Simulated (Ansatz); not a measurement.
# SiC62: the cost of one run

All numbers below are computed with Ansatz 0.2.0 (DFT PBE+D3(BJ), plane waves, PAW, scalar-relativistic, collinear spin).

### 1 The structure to begin with

The cell holds 63 atoms (C62Si): a = 7.140 Å, b = 7.140 Å, c = 7.140 Å, α = 90.00°, β = 90.00°, γ = 90.00°.

Its coordinates follow in the input file.

### 2 Relaxing end A

The input, input.yaml:

```yaml
crystal:
  lattice:
    - [7.14, 0.0, 0.0]
    - [0.0, 7.14, 0.0]
    - [0.0, 0.0, 7.14]
  atoms:
    - { symbol: C, position: [0.5044852, 0.0091783, 0.0030367] }
    - { symbol: C, position: [0.6296245, 0.1248182, 0.1233302] }
    - { symbol: C, position: [0.7510055, 0.2541378, -0.0021408] }
    - { symbol: C, position: [0.8789383, 0.3671484, 0.1229313] }
    - { symbol: C, position: [0.7490805, 0.0015302, 0.2492012] }
    - { symbol: C, position: [0.8744768, 0.1249312, 0.3754366] }
    - { symbol: C, position: [-0.003012, 0.0056815, -0.0022439] }
    - { symbol: C, position: [0.1188994, 0.1177738, 0.1131932] }
    - { symbol: C, position: [0.2476572, 0.2496071, 0.0064886] }
    - { symbol: C, position: [0.3705974, 0.3767058, 0.1313951] }
    - { symbol: C, position: [0.4950375, 0.4989476, 0.003601] }
    - { symbol: C, position: [0.6239426, 0.6227523, 0.1278361] }
    - { symbol: C, position: [0.7570584, 0.7553491, -0.0075198] }
    - { symbol: C, position: [0.8759823, 0.8766204, 0.1221991] }
    - { symbol: C, position: [0.2446032, 0.0040657, 0.2479395] }
    - { symbol: C, position: [0.3807997, 0.1218262, 0.3723283] }
    - { symbol: C, position: [0.5073103, 0.2471033, 0.2500212] }
    - { symbol: C, position: [0.6305948, 0.3694497, 0.3712462] }
    - { symbol: C, position: [0.7488815, 0.4993447, 0.2506139] }
    - { symbol: C, position: [0.87562, 0.6200229, 0.3746899] }
    - { symbol: C, position: [0.4972154, 0.0041544, 0.4976272] }
    - { symbol: C, position: [0.6189438, 0.1291279, 0.6316322] }
    - { symbol: C, position: [0.7472427, 0.2531328, 0.5042809] }
    - { symbol: C, position: [0.870713, 0.3675179, 0.6261107] }
    - { symbol: C, position: [0.7576917, -0.0091097, 0.7404189] }
    - { symbol: C, position: [0.8737818, 0.1261187, 0.8722469] }
    - { symbol: C, position: [-0.0003474, 0.5013983, 0.0018898] }
    - { symbol: C, position: [0.1163041, 0.6306088, 0.1269958] }
    - { symbol: C, position: [0.2522688, 0.7538454, -0.0003806] }
    - { symbol: C, position: [0.3730472, 0.8726447, 0.1315924] }
    - { symbol: C, position: [0.0068066, 0.2482144, 0.2464534] }
    - { symbol: C, position: [0.1332403, 0.3708295, 0.3743129] }
    - { symbol: C, position: [0.257684, 0.4988951, 0.2461508] }
    - { symbol: C, position: [0.366149, 0.6237677, 0.3810953] }
    - { symbol: Si, position: [0.6234435, 0.8818721, 0.3744692], spin: 1.0 }
    - { symbol: C, position: [-0.0046443, 0.0022291, 0.5014821] }
    - { symbol: C, position: [0.1255315, 0.121723, 0.6260525] }
    - { symbol: C, position: [0.2491693, 0.2540796, 0.4996048] }
    - { symbol: C, position: [0.3763163, 0.3757384, 0.6220412] }
    - { symbol: C, position: [0.4972453, 0.4990806, 0.497162] }
    - { symbol: C, position: [0.6269737, 0.6331641, 0.6387126] }
    - { symbol: C, position: [0.745572, 0.7571757, 0.4937788] }
    - { symbol: C, position: [0.8744837, 0.8798721, 0.6160591] }
    - { symbol: C, position: [0.2522016, -0.0044233, 0.7505] }
    - { symbol: C, position: [0.3788409, 0.1250975, 0.8728581] }
    - { symbol: C, position: [0.4953846, 0.2474021, 0.7489267] }
    - { symbol: C, position: [0.623519, 0.3703084, 0.8717117] }
    - { symbol: C, position: [0.7488685, 0.4970855, 0.7522489] }
    - { symbol: C, position: [0.8790996, 0.6220482, 0.8747048] }
    - { symbol: C, position: [0.0015949, 0.7550255, 0.2578718] }
    - { symbol: C, position: [0.1221832, 0.8721736, 0.3717113] }
    - { symbol: C, position: [0.0095891, 0.5038158, 0.4958383] }
    - { symbol: C, position: [0.121388, 0.6183603, 0.6267038] }
    - { symbol: C, position: [0.2493315, 0.7472851, 0.4957975] }
    - { symbol: C, position: [0.3737897, 0.8693012, 0.6309597] }
    - { symbol: C, position: [0.0016882, 0.2492511, 0.7497435] }
    - { symbol: C, position: [0.122442, 0.3779014, 0.8797538] }
    - { symbol: C, position: [0.2471233, 0.5068947, 0.7466662] }
    - { symbol: C, position: [0.3807484, 0.6253889, 0.8707525] }
    - { symbol: C, position: [0.4996068, 0.7507056, 0.7549759] }
    - { symbol: C, position: [0.6228514, 0.8784634, 0.8748282] }
    - { symbol: C, position: [0.0047075, 0.7547941, 0.7530711] }
    - { symbol: C, position: [0.1177907, 0.8719372, 0.8792544] }
magnetization:
  spin_polarized: true
total_charge: 1
basis:
  ecutwfc: 420.0
kpoints:
  mp_grid: { grid: [2, 2, 2] }
hamiltonian:
  xc: pbe
  dispersion: d3bj
  pseudopotentials: { kind: paw, azcp: { folder: soft_1 } }
scf:
  occupations: { method: gaussian, width: 0.05 }
  lower_state_search: "off"
relax:
  f_tol: 0.03
  max_steps: 60
  adjacent_minimum: "off"
output:
  write_density: true
  write_potential: true
  elf: true
  volumetric_format: npy
```

Run with:

```
ansatz run input.yaml --threads 4 --pin off --max-ram 10240MiB --backend cpu --events-out ev --progress --plain --runs-dir out
```

What time and memory should one allow on 4 threads of Intel Xeon 6975P-C (Granite Rapids), shared host?

About 4.3 min, with a peak of 2.2 GiB.
